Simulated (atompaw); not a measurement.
**Pseudopotential generation for carbon: PAW (atompaw), PBEsol**

Aim: build the potential from the settings below, then test how well it stands in for the atom: scattering, ghost states and the plane-wave cutoff that it needs.

Method: atompaw 4.2.0.5, PBEsol, scalar-relativistic.

2 further runs of the same task are left out: 2 set aside as unsound or not needed.

### Step 1. The atom and the settings

Typed settings, in words:

```
element                 : carbon (C, Z = 6)
type                    : PAW
frozen core             : [He]
valence charge          : 4
reference configuration : 2s2 2p2
partial waves           : 2s (bound): rc 1.00 bohr; 2s channel at 1.85 Ry: rc 3.00 bohr; 2p (bound): rc 3.00 bohr; 2p channel at 3.01 Ry: rc 3.00 bohr
local potential         : bessel scheme, radius 2.10 bohr
core correction         : smooth core density matched at 1.90 bohr
augmentation charge     : sinc compensation charge, radius 2.40 bohr; PAW radius 3.00 bohr; waves and projectors: custom rrkj gramschmidtortho
```

The outer shells as boxes (Hund's rule for the drawing; the calculation is spin-unpolarised):

```
[He] core
2s [↑↓]
2p [↑ ][↑ ][  ]
```

### Step 2. Generating the potential

The input, C.input:

```
C 6
GGA-PBESOL scalarrelativistic loggrid 1500 logderivrange -3 5 201
2 2 0 0 0 0
2 1 2
0 0 0
c
v
v
1
3.00 2.40 2.10 1.90
y
1.85
n
y
3.01
n
custom rrkj gramschmidtortho sinc
bessel
1.00
3.00
3.00
3.00
PWSCFOUT
UPFDX 0.0125d0 UPFXMIN -7.d0 UPFZMESH 6.d0
END
```

Run with:

```console
$ atompaw < C.input > C.log
```

What does the calculation give? Wanted: cutoffs for 10 and 1 mRy, occupied levels; bound ghosts; largest phase difference near zero energy, channels read; lowest eigenvalue of the overlap; share of valence orbitals outside the PAW sphere; UPF file.

The runs gave:

```
                                                quantity            value
               cutoffs for 10 and 1 mRy, occupied levels  30 Ry and 40 Ry
                                            bound ghosts       none found
largest phase difference near zero energy, channels read        0.135 rad
         lowest eigenvalue of the overlap (Bessel basis)        0.686 (s)
        share of valence orbitals outside the PAW sphere  2s 4 %, 2p 11 %
                                                UPF file          written
```

**Reading.** By its cutoff, 30 Ry for the looser tolerance, it is soft on the atom at that tolerance. The slowest occupied level is 2s: taken alone it needs 40 Ry to come within 1 mRy, against 8 Ry for 2p. The Bessel-basis test finds no level below the valence levels. Near zero energy the largest phase difference among the channels read is 0.14 rad, in the p channel. All of this concerns the isolated atom, not yet a solid.
